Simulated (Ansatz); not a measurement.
Working through a single point in a Gaussian basis of C₂H₆N₂Si, SMILES C=NC=N[SiH3]

With Ansatz 0.2.0 through its Python package.

The cells in order, each with its output:

**Cell 1**
```python
import json

import ansatz as az
```

**Cell 2**
```python
mol = (
    az.Crystal.molecule()
    .atom("C", [-1.4793, 1.6248, -0.7906])
    .atom("N", [-0.9124, 0.7611, -1.4794])
    .atom("C", [-0.1137, -0.0941, -0.8197])
    .atom("N", [0.1579, -0.0021, 0.4637])
    .atom("Si", [1.1725, -1.1952, 1.1231])
    .atom("H", [-1.4446, 1.8272, 0.2878])
    .atom("H", [-2.1701, 2.3706, -1.3253])
    .atom("H", [0.4561, -0.8303, -1.457])
    .atom("H", [0.6461, -2.5205, 0.8751])
    .atom("H", [2.4953, -1.0186, 0.5181])
    .atom("H", [1.2575, -0.9799, 2.625])
)
```

**Cell 3**
```python
base = mol.calculation().basis(gaussian="def2-TZVP").correlation("MP2")
result = base.run(threads=1)
report = result.report
```

**Cell 4**
```python
report["reference_energy_ev"]
```
Output:
```text
-12982.33251781856
```

**Cell 5**
```python
report["n_occupied"], report["n_virtual"]
```
Output:
```text
([14, 14], [174, 174])
```

**Cell 6**
```python
report["mean_field"]["state"]["spin_squared"]
```
Output:
```text
1.1368683772161603e-13
```

**Cell 7**
```python
print("reference energy %16.6f eV" % report["reference_energy_ev"])
print("total energy     %16.6f eV" % report["free_energy_ev"])
print("occupied orbitals outside the frozen core (up, down):", report["n_occupied"], " frozen:", report["n_frozen"], " virtual:", report["n_virtual"])
```
Output:
```text
reference energy    -12982.332518 eV
total energy        -13004.650414 eV
occupied orbitals outside the frozen core (up, down): [14, 14]  frozen: 9  virtual: [174, 174]
```

**Cell 8**
```python
parts = report["correlation"]
for name in ("random_phase", "coupled_cluster", "perturbative"):
    if name in parts:
        print(f"{name:16s} {parts[name]['energy']['hartree']:12.7f} Ha")
if "second_order" in parts:
    pair = parts["second_order"]
    print(f"MP2 same spin {pair['same_spin']['hartree']:.7f} Ha, opposite spin {pair['opposite_spin']['hartree']:.7f} Ha")
```
Output:
```text
MP2 same spin -0.1923991 Ha, opposite spin -0.6277685 Ha
```

**Cell 9**
```python
state = report["mean_field"]["state"]
print(f"mean field: {state['energy']['hartree']:.7f} Ha, <S^2> = {abs(state['spin_squared']):.4f}, stability: {state.get('stability', {}).get('kind')}")
with open("c2h6n2si.json", "w") as handle:
    json.dump({k: report[k] for k in ("free_energy_ev", "reference_energy_ev", "n_occupied", "n_virtual")}, handle, indent=1)
```
Output:
```text
mean field: -477.0919203 Ha, <S^2> = 0.0000, stability: minimum
```

File `c2h6n2si.json` afterwards:
```json
{
 "free_energy_ev": -13004.650414251535,
 "reference_energy_ev": -12982.33251781856,
 "n_occupied": [
  14,
  14
 ],
 "n_virtual": [
  174,
  174
 ]
}
```

What to keep in mind:
- Total energies depend on the basis set; only differences at equal settings carry meaning.
- The geometry is a force-field or estimated start, not a minimum of this method, and the basis set is short of its limit.
- S² is that of the Hartree-Fock reference.
- Wall time of the script: 7.8 s on 1 thread of Arm Neoverse V1, on a shared host, peak memory 0.44 GiB.
